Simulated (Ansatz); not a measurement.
# One shape, several levels: triplet BCl2F

We compute a comparison of 6 runs (U-r2SCAN/STO-3G, U-revPBE/STO-3G, U-wB97M-V/STO-3G, UBCCD(T)/STO-3G, UCCSDT/STO-3G, UCCSD(T)/STO-3G) of triplet BCl2F. 

The results are computed with Ansatz 0.2.0.

67 further runs of the same task are left out: 4 that didn't finish, 63 set aside as unsound or not needed.

## (1) The molecule

BCl2F has 4 atoms, charge 0, and is taken as a triplet. SMILES of the parent species: `FB(Cl)Cl`. Geometry: relaxed at PBE0-D4/def2-TZVP. That shape belongs to the parent species and isn't relaxed for this state.

Bond lengths: F1–B2 1.310 Å, B2–Cl3 1.739 Å, B2–Cl4 1.739 Å. Angles: F1–B2–Cl3 119.3°, F1–B2–Cl4 119.3°, Cl3–B2–Cl4 121.5°.

## (2) The energy at U-r2SCAN/STO-3G (run 1)

input.yaml

```yaml
basis:
  gaussian:
    orbitals: STO-3G
crystal:
  periodic: [false, false, false]
  atoms:
    - {symbol: F, position_ang: [0.114370, -1.165320, -0.781190]}
    - {symbol: B, position_ang: [0.007910, -0.080610, -0.054040]}
    - {symbol: Cl, position_ang: [-1.549540, 0.373780, 0.571420]}
    - {symbol: Cl, position_ang: [1.427260, 0.872140, 0.263810]}
magnetization:
  spin_polarized: true
  initial_magnetization: 2
hamiltonian:
  xc: {name: r2SCAN}
accuracy: high
```

Launch:

```sh
ansatz run input.yaml --threads 1 --pin off --max-ram 3480MiB --events-out events.jsonl --progress --plain --runs-dir runs
```

What it wrote:

```text
Warning: RAYON_NUM_THREADS=1 ignored (pool sized by the plan → 1); use --threads N
Functional definition: r2SCAN
  name "r2SCAN"
  parameter k0 = 0.174
  parameter k1 = 0.065
  parameter a1 = 4.9479
  exchange = r2scan_x(k0 = k0, k1 = k1, a1 = a1)
  correlation = r2scan_c
522 factors; integrals over basis functions are off by at most 3.1e-8 eV
mean field evaluation 1: about -28109.7858 eV, gradient 2.0e1 eV
mean field evaluation 2: about -28105.6940 eV, gradient 2.9e1 eV
mean field evaluation 4: about -28112.7501 eV, gradient 9.4e0 eV
mean field evaluation 8: about -28113.6192 eV, gradient 6.9e-2 eV
mean field evaluation 16: about -28113.6193 eV, gradient 5.8e-5 eV
mean field evaluation 32: about -28112.6907 eV, gradient 2.6e-2 eV
mean field evaluation 64: about -28113.2445 eV, gradient 2.5e-4 eV
mean field evaluation 96: about -28113.5165 eV, gradient 9.1e-1 eV
mean field -28113.61928036 eV, -1033.1564524575 hartree, gradient 5.8e-8 eV, S^2 2.003396; 12 other end points of the search recorded, 0 dependent functions left out
reference -28113.61928083 eV, -1033.1564524748 hartree; 25, 23 occupied and 3, 5 virtual orbitals, 522 factors
Total energy: -28113.61928083 eV, -1033.1564524748 hartree
```

Wall time 42 s (1 thread of Arm Neoverse V1, shared host); peak memory 0.26 GiB.

## (3) The energy at U-revPBE/STO-3G (run 2)

molecule.yaml

```yaml
crystal:
  periodic: [false, false, false]
  atoms:
    - {symbol: F, position_ang: [0.114370, -1.165320, -0.781190]}
    - {symbol: B, position_ang: [0.007910, -0.080610, -0.054040]}
    - {symbol: Cl, position_ang: [-1.549540, 0.373780, 0.571420]}
    - {symbol: Cl, position_ang: [1.427260, 0.872140, 0.263810]}
basis:
  gaussian:
    orbitals: STO-3G
accuracy: high
magnetization:
  spin_polarized: true
  initial_magnetization: 2
hamiltonian:
  xc: {name: revPBE}
```

Launch:

```sh
ansatz run molecule.yaml --threads 1 --pin off --max-ram 3480MiB --events-out events.jsonl --progress --plain --runs-dir runs
```

What it wrote, cut to the lines that bear on the results:

```text
Warning: RAYON_NUM_THREADS=1 ignored (pool sized by the plan → 1); use --threads N
Functional definition: revPBE
  name "revPBE"
[...]
522 factors; integrals over basis functions are off by at most 3.1e-8 eV
[...]
mean field -28109.59177311 eV, -1033.0084442960 hartree, gradient 1.1e-8 eV, S^2 2.002014; 9 other end points of the search recorded, 0 dependent functions left out
reference -28109.59177502 eV, -1033.0084443663 hartree; 25, 23 occupied and 3, 5 virtual orbitals, 522 factors
Total energy: -28109.59177502 eV, -1033.0084443663 hartree
```

Run time: 12 s. Hardware: 1 thread of Arm Neoverse V1, shared host; peak memory 0.14 GiB.

Runs 3 to 5 aren't shown in full; the table further down has their settings and results.

## (4) A single-point energy at UCCSD(T)/STO-3G (run 6)

job.yaml

```yaml
crystal:
  periodic: [false, false, false]
  atoms:
    - {symbol: F, position_ang: [0.114370, -1.165320, -0.781190]}
    - {symbol: B, position_ang: [0.007910, -0.080610, -0.054040]}
    - {symbol: Cl, position_ang: [-1.549540, 0.373780, 0.571420]}
    - {symbol: Cl, position_ang: [1.427260, 0.872140, 0.263810]}
basis:
  gaussian: {orbitals: STO-3G}
magnetization: {spin_polarized: true, initial_magnetization: 2}
correlation: {method: ccsd_t, frozen_orbitals: {B: 1, Cl: 5, F: 1}}
accuracy: high
scf: {omitted_lower_state_checks: [cluster_reference, increment]}
```

Launch:

```sh
ansatz run job.yaml --threads 1 --pin off --max-ram 3480MiB --events-out events.jsonl --progress --plain --runs-dir runs
```

What it wrote, cut to the lines that bear on the results:

```text
Warning: RAYON_NUM_THREADS=1 ignored (pool sized by the plan → 1); use --threads N
Functional definition: HF
  name "HF"
[...]
522 factors; integrals over basis functions are off by at most 3.1e-8 eV
[...]
mean field -28066.91073098 eV, -1031.4399449281 hartree, gradient 1.0e-8 eV, S^2 2.006676; 15 other end points of the search recorded, 0 dependent functions left out
12 core orbitals not correlated: weight in the atoms' cores, before any rotation towards them, 1.000 or more for the frozen orbitals, at most 0.000 for the correlated occupied ones
reference -28066.91073098 eV, -1031.4399449281 hartree; 13, 11 occupied and 3, 5 virtual orbitals, 522 factors
second order -1.21763606 eV of doubles, -0.00000000 eV of singles
cycle   1  -1.46806030 eV  change   -2.5e-1 eV  update   6.4e-2
[...]
cycle  30  -1.80352835 eV  change   -1.4e-9 eV  update  9.3e-10
perturbative correction -0.05537732 eV, -0.0020350788 hartree
Total energy: -28068.76963665 eV, -1031.5082584513 hartree
Checks for a lower state left out: cluster_reference, increment
```

Run time: 2.5 s. Hardware: 1 thread of Arm Neoverse V1, shared host; peak memory 0.091 GiB.

## (5) Overview of the runs

```csv
run,level,frozen core orbitals,energy (Eh),⟨S²⟩,wall time
1,U-r2SCAN/STO-3G,–,-1033.156452,2.003,42 s
2,U-revPBE/STO-3G,–,-1033.008444,2.002,12 s
3,U-wB97M-V/STO-3G,–,-1033.280958,2.003,60 s
4,UBCCD(T)/STO-3G,12,-1031.508347,2.007,2.6 s
5,UCCSDT/STO-3G,12,-1031.509183,2.007,6.6 s
6,UCCSD(T)/STO-3G,12,-1031.508258,2.007,2.5 s
```

## (6) Outcome

| quantity | value |
| --- | --- |
| run 6: total energy | -1031.50826 Eh |
| run 6: correlation energy (12 core orbitals frozen) | -68.3 mEh |
| run 6: (T) correction | -2.04 mEh |
| run 6: ⟨S²⟩ of the reference determinant | 2.007 |
| run 6: T1 diagnostic | 0.029 |

What this shows: Totals of different functionals can't be ranked against each other. In runs 1, 2, 3, 4, 5, 6 the basis is minimal, so the values are rough. All runs together took 2.1 min, the longest 60 s.
